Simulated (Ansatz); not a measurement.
**doublet GaNH2ClF+: levels of theory compared**

Aim: a comparison of 6 runs (UHF/3-21G, U-r2SCAN/6-31G*, U-r2SCAN0/6-31G*, UB2PLYP/6-31G*, RPA@PBE0/6-31G*, UCCSD/6-31G*) of doublet GaNH2ClF+. 

The calculation is run with Ansatz 0.2.0.

128 further runs of the same task are left out: 128 set aside as unsound or not needed.

**1. The structure to begin with**

GaNH2ClF+: 6 atoms, total charge +1, spin state doublet. SMILES of the parent species: `[NH2][Ga]([F])[Cl]`. Geometry: relaxed at PBE0-D4/def2-TZVP. That shape belongs to the parent species and isn't relaxed for this state.

Bond lengths: N1–Ga2 1.791 Å, Ga2–F3 1.743 Å, Ga2–Cl4 2.117 Å, N1–H5 1.005 Å, N1–H6 1.005 Å. Angles: N1–Ga2–F3 119.0°, N1–Ga2–Cl4 124.0°, F3–Ga2–Cl4 116.9°, Ga2–N1–H5 121.8°, Ga2–N1–H6 122.2°, H5–N1–H6 113.3°.

**2. A single-point energy at UHF/3-21G (run 1)**

molecule.yaml reads:

```yaml
crystal:
  periodic: [false, false, false]
  atoms:
    - {symbol: N, position_ang: [-0.193400, 1.027000, -0.045900]}
    - {symbol: Ga, position_ang: [0.233000, -0.711000, 0.012900]}
    - {symbol: F, position_ang: [1.569300, -1.221300, 1.009300]}
    - {symbol: Cl, position_ang: [-0.740100, -2.208600, -1.123700]}
    - {symbol: H, position_ang: [0.201900, 1.691500, 0.596800]}
    - {symbol: H, position_ang: [-1.028600, 1.358600, -0.495600]}
basis:
  gaussian:
    orbitals: 3-21G-spherical.json
total_charge: 1
magnetization:
  spin_polarized: true
  initial_magnetization: 1
accuracy: high
output:
  orbitals: {seedname: orbitals}
hamiltonian:
  xc: hf
```

The basis set 3-21G is read from a file made from the Basis Set Exchange's data (not shown).

Command:

```console
$ ansatz run molecule.yaml --threads 1 --pin off --max-ram 3480MiB --events-out events.jsonl --progress --plain --runs-dir runs
```

Log:

```text
Warning: RAYON_NUM_THREADS=1 ignored (pool sized by the plan → 1); use --threads N
Functional definition: HF
  name "HF"
  exchange = exact_x
  correlation = 0
1120 factors; integrals over basis functions are off by at most 7.5e-9 eV
mean field evaluation 1: about -68708.9190 eV, gradient 3.5e1 eV
mean field evaluation 2: about -68708.9401 eV, gradient 3.5e1 eV
mean field evaluation 4: about -68713.6460 eV, gradient 2.0e0 eV
mean field evaluation 8: about -68713.6954 eV, gradient 1.3e-1 eV
mean field evaluation 16: about -68711.2871 eV, gradient 3.1e0 eV
mean field evaluation 32: about -68711.2371 eV, gradient 1.7e0 eV
mean field -68713.69587424 eV, -2525.1817475625 hartree, gradient 4.0e-8 eV, S^2 0.757486; 0 other end points of the search recorded, 0 dependent functions left out
reference -68713.69587424 eV, -2525.1817475625 hartree; 33, 32 occupied and 24, 25 virtual orbitals, 1120 factors
Total energy: -68713.69587424 eV, -2525.1817475625 hartree
```

It took 2 s on 1 thread of Arm Neoverse V1, shared host; peak memory 0.18 GiB.

**3. The energy at U-r2SCAN/6-31G(d) (spherical functions) (run 2)**

job.yaml reads:

```yaml
crystal:
  periodic: [false, false, false]
  atoms:
    - {symbol: N, position_ang: [-0.193400, 1.027000, -0.045900]}
    - {symbol: Ga, position_ang: [0.233000, -0.711000, 0.012900]}
    - {symbol: F, position_ang: [1.569300, -1.221300, 1.009300]}
    - {symbol: Cl, position_ang: [-0.740100, -2.208600, -1.123700]}
    - {symbol: H, position_ang: [0.201900, 1.691500, 0.596800]}
    - {symbol: H, position_ang: [-1.028600, 1.358600, -0.495600]}
basis:
  gaussian:
    orbitals: 6-31G_st_-spherical.json
total_charge: 1
magnetization:
  spin_polarized: true
  initial_magnetization: 1
hamiltonian:
  xc: {name: r2SCAN}
accuracy: high
output: {orbitals: {seedname: orbitals}}
```

The basis set 6-31G* is read from a file made from the Basis Set Exchange's data (not shown).

Command:

```console
$ ansatz run job.yaml --threads 1 --pin off --max-ram 3480MiB --events-out events.jsonl --progress --plain --runs-dir runs
```

Log:

```text
Warning: RAYON_NUM_THREADS=1 ignored (pool sized by the plan → 1); use --threads N
Functional definition: r2SCAN
  name "r2SCAN"
  parameter k0 = 0.174
  parameter k1 = 0.065
  parameter a1 = 4.9479
  exchange = r2scan_x(k0 = k0, k1 = k1, a1 = a1)
  correlation = r2scan_c
1713 factors; integrals over basis functions are off by at most 4.7e-9 eV
mean field evaluation 1: about -69100.4985 eV, gradient 7.1e1 eV
mean field evaluation 2: about -68951.7523 eV, gradient 1.8e2 eV
mean field evaluation 4: about -69111.5358 eV, gradient 4.4e1 eV
mean field evaluation 8: about -69121.4998 eV, gradient 1.4e0 eV
mean field evaluation 16: about -69121.5019 eV, gradient 7.5e-3 eV
mean field evaluation 32: about -69121.5019 eV, gradient 2.0e-8 eV
mean field -69121.50194910 eV, -2540.1683443925 hartree, gradient 2.0e-8 eV, S^2 0.758693; 6 other end points of the search recorded, 0 dependent functions left out
reference -69121.50195701 eV, -2540.1683446834 hartree; 33, 32 occupied and 49, 50 virtual orbitals, 1713 factors
Total energy: -69121.50195701 eV, -2540.1683446834 hartree
```

It took 41 s on 1 thread of Arm Neoverse V1, shared host; peak memory 0.42 GiB.

Runs 3 to 4 aren't shown in full; the table further down has their settings and results.

**4. A single-point energy at RPA@PBE0/6-31G(d) (spherical functions) (run 5)**

job.yaml: that of step 3 with these lines changed.

```diff
@@ -10,11 +10,7 @@
 basis:
-  gaussian:
-    orbitals: 6-31G_st_-spherical.json
+  gaussian: {orbitals: 6-31G_st_-spherical.json}
+correlation: {method: rpa, frozen_orbitals: {Cl: 5, F: 1, Ga: 9, H: 0, "N": 1}}
 total_charge: 1
-magnetization:
-  spin_polarized: true
-  initial_magnetization: 1
-hamiltonian:
-  xc: {name: r2SCAN}
 accuracy: high
-output: {orbitals: {seedname: orbitals}}
+magnetization: {spin_polarized: true, initial_magnetization: 1}
+hamiltonian: {xc: pbe0}
```

The basis set 6-31G* is read from a file made from the Basis Set Exchange's data (not shown).

Command:

```console
$ ansatz run job.yaml --threads 1 --pin off --max-ram 3480MiB --events-out events.jsonl --progress --plain --runs-dir runs
```

Log (excerpt; [...] marks lines left out):

```text
Warning: RAYON_NUM_THREADS=1 ignored (pool sized by the plan → 1); use --threads N
Functional definition: PBE0
  name "PBE0"
[...]
1713 factors; integrals over basis functions are off by at most 4.7e-9 eV
[...]
mean field -69109.20653712 eV, -2539.7164963364 hartree, gradient 9.3e-8 eV, S^2 0.757574; 4 other end points of the search recorded, 0 dependent functions left out
16 core orbitals not correlated: weight in the atoms' cores, before any rotation towards them, 1.000 or more for the frozen orbitals, at most 0.000 for the correlated occupied ones
reference -69041.64483256 eV, -2537.2336494887 hartree; 17, 16 occupied and 49, 50 virtual orbitals, 1713 factors
Total energy: -69066.27499691 eV, -2538.1387913337 hartree
```

It took 39 s on 1 thread of Arm Neoverse V1, shared host; peak memory 0.6 GiB.

**5. A single-point energy at UCCSD/6-31G(d) (spherical functions) (run 6)**

job.yaml reads:

```yaml
basis:
  gaussian: {orbitals: 6-31G_st_-spherical.json}
crystal:
  periodic: [false, false, false]
  atoms:
    - {symbol: N, position_ang: [-0.193400, 1.027000, -0.045900]}
    - {symbol: Ga, position_ang: [0.233000, -0.711000, 0.012900]}
    - {symbol: F, position_ang: [1.569300, -1.221300, 1.009300]}
    - {symbol: Cl, position_ang: [-0.740100, -2.208600, -1.123700]}
    - {symbol: H, position_ang: [0.201900, 1.691500, 0.596800]}
    - {symbol: H, position_ang: [-1.028600, 1.358600, -0.495600]}
total_charge: 1
magnetization: {spin_polarized: true, initial_magnetization: 1}
correlation: {method: ccsd, frozen_orbitals: {Cl: 5, F: 1, Ga: 9, H: 0, "N": 1}}
accuracy: high
scf: {omitted_lower_state_checks: [cluster_reference, increment]}
```

The basis set 6-31G* is read from a file made from the Basis Set Exchange's data (not shown).

Command:

```console
$ ansatz run job.yaml --threads 1 --pin off --max-ram 3480MiB --events-out events.jsonl --progress --plain --runs-dir runs
```

Log (excerpt; [...] marks lines left out):

```text
Warning: RAYON_NUM_THREADS=1 ignored (pool sized by the plan → 1); use --threads N
Functional definition: HF
  name "HF"
[...]
1713 factors; integrals over basis functions are off by at most 4.7e-9 eV
[...]
mean field -69042.84342208 eV, -2537.2776968414 hartree, gradient 5.3e-8 eV, S^2 0.758824; 3 other end points of the search recorded, 0 dependent functions left out
16 core orbitals not correlated: weight in the atoms' cores, before any rotation towards them, 1.000 or more for the frozen orbitals, at most 0.000 for the correlated occupied ones
reference -69042.84342208 eV, -2537.2776968414 hartree; 17, 16 occupied and 49, 50 virtual orbitals, 1713 factors
second order -17.98982536 eV of doubles, -0.00000000 eV of singles
cycle   1  -17.70316500 eV  change    2.9e-1 eV  update   1.1e-1
[...]
cycle  32  -18.31872165 eV  change   8.7e-10 eV  update   3.9e-9
Total energy: -69061.16214373 eV, -2537.9508974452 hartree
Checks for a lower state left out: cluster_reference, increment
```

Wall time 64 s (1 thread of Arm Neoverse V1, shared host); peak memory 0.69 GiB.

**6. The series**

```tsv
run	level	frozen core orbitals	energy (Eh)	HOMO energy (eV)	LUMO energy (eV)	⟨S²⟩	wall time
1	UHF/3-21G	–	-2525.181748	-17.62	-7.45	0.757	2 s
2	U-r2SCAN/6-31G* (spherical functions)	–	-2540.168345	-13.74	-13.34	0.759	41 s
3	U-r2SCAN0/6-31G* (spherical functions)	–	-2540.116460	-14.68	-12.36	0.758	45 s
4	UB2PLYP/6-31G* (spherical functions)	16	-2539.640192	-15.51	-10.92	0.756	27 s
5	RPA@PBE0/6-31G* (spherical functions)	16	-2538.138791	–	–	0.758	39 s
6	UCCSD/6-31G* (spherical functions)	16	-2537.950897	–	–	0.759	64 s
```

**7. What came out**

| quantity | value |
| --- | --- |
| run 6: total energy | -2537.95090 Eh |
| run 6: correlation energy (16 core orbitals frozen) | -673.2 mEh |
| run 6: ⟨S²⟩ of the reference determinant | 0.759 |
| run 6: T1 diagnostic | 0.018 |

In words: Totals of different functionals can't be ranked against each other. All runs together took 3.6 min, the longest 64 s.
